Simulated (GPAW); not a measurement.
The system is MnGaGe.

```
Ge Ga Mn
1.0
     3.94596    0.00000    0.00000
     0.00000    3.94596    0.00000
     0.00000    0.00000    5.91088
Ge Ga Mn
2 2 2
Direct
  0.50000 0.00000 0.71905
  0.00000 0.50000 0.28095
  0.50000 0.00000 0.29623
  0.00000 0.50000 0.70377
  0.50000 0.50000 0.00000
  0.00000 0.00000 0.00000
```

The cell is a database's computed one.

Base run:

| Property | Result |
| --- | --- |
| Program | GPAW 26.7.0 |
| Functional | PBEsol |
| Potentials or basis | PAW data sets generated in the run's folder for this functional |
| Cutoff | 600 eV |
| Basis | pw |
| k mesh | 7 × 7 × 5 |
| Occupations | fermi-dirac, width 0.05 eV |
| Spin | collinear spin, ferromagnetic start |
| Starting moments | [0.0, 0.0, 0.0, 0.0, 4.0, 4.0] μB |

Its results: pressure -5.7 GPa; net moment 4.11 μB per cell; site moments Ge -0.04; Ga -0.03; Mn +2.09 μB; largest force 0.386 eV/Å.

**Question.** The run is repeated on the same cell with these changes: k mesh from 7 × 7 × 5 to 5 × 5 × 3. What comes out?

**Answer.** Pressure -5.2 GPa; net moment 4.16 μB per cell; site moments Ge -0.04; Ga -0.03; Mn +2.12 μB; largest force 0.423 eV/Å.

Not every run made on this cell is shown here.
